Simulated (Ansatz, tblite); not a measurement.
# [ReS4]-: a ladder of methods and basis sets

Aim: run the singlet of [ReS4]- at one geometry on many levels, and compare frontier levels, spin and run time.

The runs use Ansatz 0.2.0, Gaussian basis; as each input shows.

The runs, in order: GFN1-xTB, GFN2-xTB, PBE-D4/def2-TZVPD, r2SCAN-D4/def2-TZVPD, LC-ωPBE/def2-TZVPD, HF/def2-TZVPD, LDA/def2-TZVPD, BHLYP-D4/def2-TZVPD, HSE06-D4/def2-TZVPD, CAM-B3LYP-D4/def2-TZVPD, ωB97X-V/def2-TZVPD, PBE-D4/def2-SVPD, PBE0-D4/def2-SVPD, CCSD(T)/def2-SVPD, MP2/def2-TZVPD, RPA/def2-TZVPD.

## 1. The geometry

The singlet was relaxed beforehand with PBE0-D4/def2-SVPD.

5 atoms, charge -1, spin multiplicity 1.

Bond lengths: Re1–S2 2.149 Å, Re1–S3 2.149 Å, Re1–S4 2.149 Å, Re1–S5 2.149 Å. Angles: S2–Re1–S3 109.5°, S2–Re1–S4 109.4°, S2–Re1–S5 109.6°, S3–Re1–S4 109.5°, S3–Re1–S5 109.4°, S4–Re1–S5 109.5°.

Formally the metal is d0. Re takes a core potential in the def2 sets. No spin-orbit coupling is included. The ion is computed in the gas phase, without counter-ions or solvent.

PBE0-D4/def2-TZVPD was run before; its log isn't repeated, and its numbers join the tables.

## 2. GFN1-xTB

Tight binding, by tblite at 300 K electronic temperature and without a spin-polarisation term:

```python
tblite.interface.Calculator('GFN1-xTB', numbers, positions, charge=-1, uhf=0).singlepoint()
```

Energy -473.7065 eV, HOMO -5.90 eV, LUMO -4.02 eV; 0.007 s.

## 3. GFN2-xTB

Tight binding, by tblite at 300 K electronic temperature and without a spin-polarisation term:

```python
tblite.interface.Calculator('GFN2-xTB', numbers, positions, charge=-1, uhf=0).singlepoint()
```

Energy -452.3631 eV, HOMO -6.96 eV, LUMO -5.58 eV; 0.007 s.

## 4. PBE-D4/def2-TZVPD

start.molden holds the orbitals of an earlier run on this state, given as this run's starting guess.

in.yaml

```yaml
crystal:
  periodic: [false, false, false]
  atoms:
    - {symbol: Re, position_ang: [0.000012, -0.000047, 0.000066]}
    - {symbol: S, position_ang: [0.010549, -0.015628, 2.149379]}
    - {symbol: S, position_ang: [2.023083, 0.008745, -0.725900]}
    - {symbol: S, position_ang: [-1.021382, 1.758156, -0.696574]}
    - {symbol: S, position_ang: [-1.012261, -1.751226, -0.726981]}
basis:
  gaussian: {orbitals: def2-TZVPD, initial_orbitals: start.molden}
total_charge: -1
hamiltonian: {xc: pbe, dispersion: d4}
scf: {omitted_lower_state_checks: [starts]}
output: {orbitals: {seedname: orbitals}}
```

The run is started by

```bash
ansatz run in.yaml --threads 4 --pin off --events-out ev --progress --plain --max-ram 3916MiB
```

Further steps of the session: r2SCAN-D4/def2-TZVPD; LC-ωPBE/def2-TZVPD; HF/def2-TZVPD; LDA/def2-TZVPD; BHLYP-D4/def2-TZVPD; HSE06-D4/def2-TZVPD; CAM-B3LYP-D4/def2-TZVPD; ωB97X-V/def2-TZVPD; PBE-D4/def2-SVPD; PBE0-D4/def2-SVPD; CCSD(T)/def2-SVPD; MP2/def2-TZVPD; RPA/def2-TZVPD.

**Question.** What will the summary of the whole plan be? Wanted: gap in def2-TZVPD, named functionals and Hartree-Fock, smallest and largest; correlation energy, CCSD(T)/def2-SVPD; correlation energy, MP2/def2-TZVPD; PBE0 total energy, smallest basis above largest.

**Answer**, as computed:

```
                                                                   quantity                             value
gap in def2-TZVPD, named functionals and Hartree-Fock, smallest and largest       2.12 eV (LDA), 8.43 eV (HF)
                                      correlation energy, CCSD(T)/def2-SVPD                         -29.41 eV
                                         correlation energy, MP2/def2-TZVPD                         -34.96 eV
                            PBE0 total energy, smallest basis above largest  15.03 eV (def2-SVPD, def2-TZVPD)
```

**Reading.** Over the named functionals and Hartree-Fock in def2-TZVPD the gap runs from 2.12 eV (LDA) to 8.43 eV (HF); exact exchange widens it.
